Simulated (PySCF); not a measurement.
# C5H10O2Si: the cost of one run

The runs use PySCF 2.14.0, with density-fitted response routines of our own; the level of theory stands in each step. All values are computed, except where a source is named. Atoms count from 0, in the outputs and in this text.

**1. The starting structure**

18 atoms, charge 0, multiplicity 1; geometry from: GFN2-xTB.

Bonds of the start (Å): C0–C1 1.32, C1–C2 1.49, C2–Si3 1.91, Si3–O4 1.63, Si3–O5 1.64, Si3–C6 1.89, C6–C7 1.32, C0–H8 1.08, C0–H9 1.08, C1–H10 1.08, C2–H11 1.09, C2–H12 1.09, O4–H13 0.95, O5–H14 0.95, C6–H15 1.08, C7–H16 1.08, C7–H17 1.08.

**2. Geometry optimisation at PBE0-D3(BJ)/def2-SVP**

The job: settings as JSON, then the geometry in Å.

```
{"job": {"xc": "PBE0", "basis": "def2-SVP", "d3": "d3bj", "grid": 1, "kind": "geom"}, "charge": 0, "multiplicity": 1}
C      2.768750     0.504605    -0.416587
C      2.008530    -0.529307    -0.104846
C      0.849271    -1.001649    -0.907473
Si    -0.807031    -0.688490    -0.011035
O     -0.752945    -1.583144     1.344818
O     -2.094598    -1.260234    -0.850317
C     -1.003072     1.155716     0.353955
C     -2.060920     1.889743     0.045482
H      2.603204     1.078280    -1.314725
H      3.588215     0.822076     0.205524
H      2.187458    -1.084850     0.805451
H      0.853358    -0.509603    -1.881041
H      0.946204    -2.075108    -1.076631
H     -1.564699    -1.861826     1.761059
H     -2.307380    -0.898328    -1.704665
H     -0.174829     1.641988     0.853544
H     -2.128100     2.942327     0.276178
H     -2.920174     1.464122    -0.449387
```

On the command line:

```console
> OMP_NUM_THREADS=1 python probes_run.py task.json out
```

The driver reads the jobs from task.json and runs them one after another.

**Question.** How long does this first job take on 1 thread of Arm Neoverse V1, shared host, and how much memory does it need?

About 2.1 min, with a peak of 0.68 GiB.
